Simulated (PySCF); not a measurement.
# C₂H₁₁O₂PSi₂: magnetic properties

Aim: compute the magnetic properties of C₂H₁₁O₂PSi₂ (`COC[Si@H](P)O[SiH3]`).

Computed with PySCF 2.14.0 and routines of our own; the level stands in each step. Atoms count from 0.

## Step 1: The starting structure

18 atoms, charge 0, multiplicity 1; geometry from: GFN2-xTB.

## Step 2: Magnetic properties: GIAO B3LYP/pcSseg-1

What the job is given:

```
{"job": {"kind": "mag", "xc": "B3LYP", "basis": "pcSseg-1", "isotopologues": 2}, "charge": 0, "multiplicity": 1}
C     -2.125089     1.093532    -1.034879
O     -0.997301     0.300372    -0.769273
C     -1.034626    -0.331063     0.492545
Si     0.670363    -1.177063     0.669639
P      1.196626    -1.358941     2.837407
O      1.758547    -0.166076     0.042487
Si     1.833862     1.102614    -0.991822
H     -1.976799     1.534573    -2.018602
H     -2.234700     1.890753    -0.289046
H     -3.041065     0.489279    -1.037949
H     -1.874727    -1.036482     0.537192
H     -1.196334     0.414512     1.284974
H      0.704783    -2.394435    -0.149233
H      2.268216    -2.203950     2.619534
H      0.332546    -2.412995     3.083113
H      1.141755     2.238754    -0.392440
H      1.284465     0.711911    -2.282076
H      3.280717     1.311021    -1.039886
```

Method: GIAO B3LYP/pcSseg-1 magnetisability, rotational g tensor and spin-rotation constants, non-relativistic, gas phase.

Started as:

```console
OMP_NUM_THREADS=1 python excited_run.py task.json out
```

This one command runs all jobs of the session in turn.

Standard output:

```text
coarse grid: 16040 points
cycle   1  E = -1153.4487510271  dE =  6.402e-01  |g| = 9.893e-01  |ddm| = 3.748e+00
cycle   2  E = -1153.0409298509  dE =  4.078e-01  |g| = 1.756e+00  |ddm| = 2.533e+00
cycle   3  E = -1153.6185313383  dE = -5.776e-01  |g| = 1.297e-01  |ddm| = 1.930e+00
cycle   4  E = -1153.6212483194  dE = -2.717e-03  |g| = 7.094e-02  |ddm| = 1.964e-01
cycle   5  E = -1153.6223054363  dE = -1.057e-03  |g| = 1.905e-02  |ddm| = 7.902e-02
cycle   6  E = -1153.6223632803  dE = -5.784e-05  |g| = 6.372e-03  |ddm| = 1.842e-02
cycle   7  E = -1153.6223705256  dE = -7.245e-06  |g| = 9.942e-04  |ddm| = 5.440e-03
final grid: 139704 points
cycle   8  E = -1153.6852181792  dE = -2.073e-05  |g| = 7.315e-03  |ddm| = 1.948e-02
cycle   9  E = -1153.6852086083  dE =  9.571e-06  |g| = 1.029e-02  |ddm| = 1.096e-02
cycle  10  E = -1153.6852287269  dE = -2.012e-05  |g| = 1.239e-03  |ddm| = 6.604e-03
cycle  11  E = -1153.6852290337  dE = -3.068e-07  |g| = 1.732e-04  |ddm| = 1.288e-03
cycle  12  E = -1153.6852290398  dE = -6.109e-09  |g| = 5.271e-05  |ddm| = 2.140e-04
cycle  13  E = -1153.6852290403  dE = -4.516e-10  |g| = 2.308e-05  |ddm| = 5.605e-05
converged SCF energy = -1153.6852290403

Magnetisability tensor (1e-30 J/T^2)
    -1460.92       -8.33       10.38
       -8.33    -1486.04      117.43
       10.38      117.43    -1466.75
isotropic -1471.23   principal values   -1595.50  -1459.67  -1358.53
isotropic susceptibility -88.600 1e-6 cm^3/mol

Inertial axes            a          b          c
rot. const./GHz      1.7759     0.9612     0.6788
chi total           -93.718    -89.639    -82.443
chi diamagnetic    -830.398  -1367.258  -1886.658
chi paramagnetic    736.680   1277.620   1804.216
quadrupole/D A        3.773      2.155     -5.928
g nuclear            0.5927     0.5636     0.5652
g electronic        -0.6146    -0.5769    -0.5753
g total             -0.0219    -0.0133    -0.0102

Spin-rotation constants (kHz, H = +C I.J)
atom  isotope        aa         bb         cc
  4    31P        1.612      0.751      0.698
  7     1H        0.021     -0.060     -0.068
  8     1H       -0.173     -0.108      0.030
  9     1H       -0.176      0.025     -0.060
 10     1H       -0.192      0.029     -0.061
 11     1H       -0.193     -0.102      0.032
 12     1H       -0.148     -0.085      0.042
 13     1H       -0.122     -0.071     -0.048
 14     1H       -0.170     -0.033     -0.064
 15     1H       -0.150     -0.066      0.018
 16     1H       -0.041     -0.083     -0.010
 17     1H       -0.147      0.047     -0.060
  0    13C*       0.326      0.226      0.162
  1    17O*      -0.152     -0.049     -0.034
  2    13C*       0.286      0.252      0.178
  3   29Si*      -1.127     -0.598     -0.453
  5    17O*      -0.156     -0.083     -0.018
  6   29Si*      -0.983     -0.584     -0.419
* in the singly substituted isotopologue

Isotopologues: g along a, b, c
2H    at 7,8,9,10,11,12    -0.0189    -0.0117    -0.0090
13C   at 0                 -0.0219    -0.0130    -0.0100
```

It took 37 s on 1 thread of Arm Neoverse V1, shared host; peak memory 0.89 GiB.

From this job:

```
              quantity                      value
       magnetisability           -1471·10⁻³⁰ J/T²
  molar susceptibility         -88.6·10⁻⁶ cm³/mol
rotational g (a, b, c)  -0.0219, -0.0133, -0.0102
```

## Step 3: Magnetic properties: GIAO OPBE/pcseg-1

The job, as its differences from that of step 2:

```diff
@@ -1,2 +1,2 @@
-{"job": {"kind": "mag", "xc": "B3LYP", "basis": "pcSseg-1", "isotopologues": 2}, "charge": 0, "multiplicity": 1}
+{"job": {"kind": "mag", "xc": "OPBE", "basis": "pcseg-1", "scf": {"level_shift": 0.2}}, "charge": 0, "multiplicity": 1}
 C     -2.125089     1.093532    -1.034879
```

With the program's defaults for keys left out, this is: GIAO OPBE/pcseg-1 magnetisability, rotational g tensor and spin-rotation constants, non-relativistic, gas phase.

Standard output:

```text
final grid: 139704 points
cycle   1  E = -1153.1639619911  dE =  5.696e-01  |g| = 8.707e-01  |ddm| = 4.153e+00
cycle   2  E = -1153.0408695844  dE =  1.231e-01  |g| = 1.237e+00  |ddm| = 1.737e+00
cycle   3  E = -1153.3102222673  dE = -2.694e-01  |g| = 2.453e-01  |ddm| = 6.461e-01
cycle   4  E = -1153.3233720461  dE = -1.315e-02  |g| = 4.730e-02  |ddm| = 2.494e-01
cycle   5  E = -1153.3239123246  dE = -5.403e-04  |g| = 1.472e-02  |ddm| = 7.260e-02
cycle   6  E = -1153.3239533596  dE = -4.104e-05  |g| = 7.206e-03  |ddm| = 2.299e-02
cycle   7  E = -1153.3239628848  dE = -9.525e-06  |g| = 2.479e-03  |ddm| = 7.274e-03
cycle   8  E = -1153.3239641128  dE = -1.228e-06  |g| = 5.574e-04  |ddm| = 2.397e-03
cycle   9  E = -1153.3239641921  dE = -7.933e-08  |g| = 1.021e-04  |ddm| = 8.241e-04
cycle  10  E = -1153.3239641961  dE = -3.965e-09  |g| = 3.510e-05  |ddm| = 2.555e-04
cycle  11  E = -1153.3239641966  dE = -5.739e-10  |g| = 1.049e-05  |ddm| = 9.876e-05
level shift removed, Fock matrix diagonalised once more
converged SCF energy = -1153.3239641966

Magnetisability tensor (1e-30 J/T^2)
    -1468.84       -9.93       12.48
       -9.93    -1492.22      119.66
       12.48      119.66    -1474.31
isotropic -1478.45   principal values   -1605.08  -1467.07  -1363.22
isotropic susceptibility -89.035 1e-6 cm^3/mol

Inertial axes            a          b          c
rot. const./GHz      1.7759     0.9612     0.6788
chi total           -94.151    -90.237    -82.716
chi diamagnetic    -827.866  -1364.673  -1883.998
chi paramagnetic    733.714   1274.437   1801.282
quadrupole/D A        3.875      2.168     -6.043
g nuclear            0.5927     0.5636     0.5652
g electronic        -0.6121    -0.5755    -0.5744
g total             -0.0195    -0.0118    -0.0092

Spin-rotation constants (kHz, H = +C I.J)
atom  isotope        aa         bb         cc
  4    31P        1.573      0.685      0.673
  7     1H        0.021     -0.059     -0.068
  8     1H       -0.172     -0.107      0.030
  9     1H       -0.176      0.025     -0.059
 10     1H       -0.188      0.027     -0.059
 11     1H       -0.189     -0.100      0.032
 12     1H       -0.147     -0.084      0.042
 13     1H       -0.124     -0.068     -0.046
 14     1H       -0.171     -0.032     -0.062
 15     1H       -0.148     -0.064      0.019
 16     1H       -0.040     -0.081     -0.008
 17     1H       -0.145      0.048     -0.059
  0    13C*       0.293      0.204      0.146
  1    17O*      -0.150     -0.057     -0.033
  2    13C*       0.252      0.230      0.163
  3   29Si*      -1.154     -0.596     -0.468
  5    17O*      -0.151     -0.083     -0.021
  6   29Si*      -0.982     -0.597     -0.426
* in the singly substituted isotopologue
```

Wall time 39 s (1 thread of Arm Neoverse V1, shared host); peak memory 0.68 GiB.

From this job:

```
              quantity                      value
       magnetisability           -1478·10⁻³⁰ J/T²
  molar susceptibility         -89.0·10⁻⁶ cm³/mol
rotational g (a, b, c)  -0.0195, -0.0118, -0.0092
```

## Step 4: The levels compared

```
              level  ξ (10⁻³⁰ J/T²)     g(a)     g(b)  gap (eV)  functions  time
GIAO B3LYP/pcSseg-1           -1471  -0.0219  -0.0133      7.20        195  37 s
  GIAO OPBE/pcseg-1           -1478  -0.0195  -0.0118      5.49        165  39 s
```

## Step 5: Results

| quantity | value |
| --- | --- |
| magnetisability (step 2, GIAO B3LYP/pcSseg-1) | -1471·10⁻³⁰ J/T² |
| molar susceptibility (step 2, GIAO B3LYP/pcSseg-1) | -88.6·10⁻⁶ cm³/mol |
| rotational g (a, b, c) (step 2, GIAO B3LYP/pcSseg-1) | -0.0219, -0.0133, -0.0102 |
| magnetisability over the levels | -1478 to -1471·10⁻³⁰ J/T² |

What this shows: The magnetisability spreads by 0.5 % over 2 levels of like cost. Two levels can agree by chance, so this spread shows no convergence. Vibrational averaging and real surroundings are missing from these values.
